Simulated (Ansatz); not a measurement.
# C3H11BO: the cost of one run

Method: the settings change from run to run; program: Ansatz 0.2.0, Gaussian basis.

## (1) The geometry

The geometry comes from an earlier relaxation with PBE0-D4 in a triple-zeta def2 set; it is a stationary point, not always the lowest conformer.

SMILES `C[OH+][BH-](C)C`, 16 atoms, charge 0, spin multiplicity 1.

Atoms are counted from 1 here; the program's logs count them from 0.

Bond lengths: C1–O2 1.429 Å, C1–H6 1.091 Å, C1–H7 1.087 Å, C1–H8 1.091 Å, O2–B3 1.706 Å, O2–H9 0.964 Å, B3–C4 1.597 Å, B3–C5 1.601 Å, B3–H10 1.215 Å, C4–H11 1.095 Å, C4–H12 1.099 Å, C4–H13 1.094 Å, C5–H14 1.096 Å, C5–H15 1.099 Å, C5–H16 1.095 Å. Angles: O2–C1–H6 109.2°, O2–C1–H7 105.9°, O2–C1–H8 111.1°, H6–C1–H7 110.1°, H6–C1–H8 110.8°, H7–C1–H8 109.6°, C1–O2–B3 117.3°, C1–O2–H9 110.4°, B3–O2–H9 107.7°, O2–B3–C4 102.1°, O2–B3–C5 106.3°, O2–B3–H10 99.3°, C4–B3–C5 116.1°, C4–B3–H10 115.3°, C5–B3–H10 114.8°, B3–C4–H11 109.2°, B3–C4–H12 113.5°, B3–C4–H13 113.5° and more.

As a file:

```tsv
atom	x (Å)	y (Å)	z (Å)
C1	-0.1576	1.9239	0.8979
O2	0.5431	0.6826	0.7919
B3	0.2591	-0.2612	-0.6008
C4	1.2507	-1.4931	-0.3785
C5	-1.3045	-0.6069	-0.5979
H6	0.2231	2.4782	1.7564
H7	0.0534	2.4653	-0.0211
H8	-1.2325	1.7610	0.9876
H9	0.3646	0.1295	1.5614
H10	0.6034	0.5359	-1.4508
H11	1.2057	-2.1527	-1.2516
H12	0.9826	-2.1206	0.4835
H13	2.2975	-1.1952	-0.2636
H14	-1.5176	-1.2496	-1.4592
H15	-1.6233	-1.1764	0.2864
H16	-1.9706	0.2568	-0.6971
```

## (2) revPBE0/aug-cc-pVTZ

Set apart from the defaults: the search for lower states set to full.

in.yaml reads:

```yaml
crystal:
  periodic: [false, false, false]
  atoms:
    - {symbol: C, position_ang: [-0.157649, 1.923872, 0.897934]}
    - {symbol: O, position_ang: [0.543059, 0.682557, 0.791852]}
    - {symbol: B, position_ang: [0.259104, -0.261230, -0.600752]}
    - {symbol: C, position_ang: [1.250713, -1.493079, -0.378461]}
    - {symbol: C, position_ang: [-1.304468, -0.606883, -0.597894]}
    - {symbol: H, position_ang: [0.223084, 2.478247, 1.756374]}
    - {symbol: H, position_ang: [0.053444, 2.465320, -0.021112]}
    - {symbol: H, position_ang: [-1.232481, 1.760988, 0.987560]}
    - {symbol: H, position_ang: [0.364580, 0.129467, 1.561363]}
    - {symbol: H, position_ang: [0.603380, 0.535856, -1.450797]}
    - {symbol: H, position_ang: [1.205738, -2.152736, -1.251585]}
    - {symbol: H, position_ang: [0.982561, -2.120563, 0.483453]}
    - {symbol: H, position_ang: [2.297477, -1.195216, -0.263631]}
    - {symbol: H, position_ang: [-1.517620, -1.249642, -1.459207]}
    - {symbol: H, position_ang: [-1.623329, -1.176401, 0.286448]}
    - {symbol: H, position_ang: [-1.970595, 0.256844, -0.697144]}
basis:
  gaussian: {orbitals: aug-cc-pVTZ}
hamiltonian: {xc: {name: revPBE0}}
scf: {lower_state_search: full}
```

Launch:

```sh
$ ansatz run in.yaml --threads 4 --pin off --events-out ev --progress --plain --max-ram 10444MiB
```

**Question.** How long does this run take on 4 threads of AMD EPYC 7B13, shared host, and how much memory does it need?

About 7 s, with a peak of 1.5 GiB.
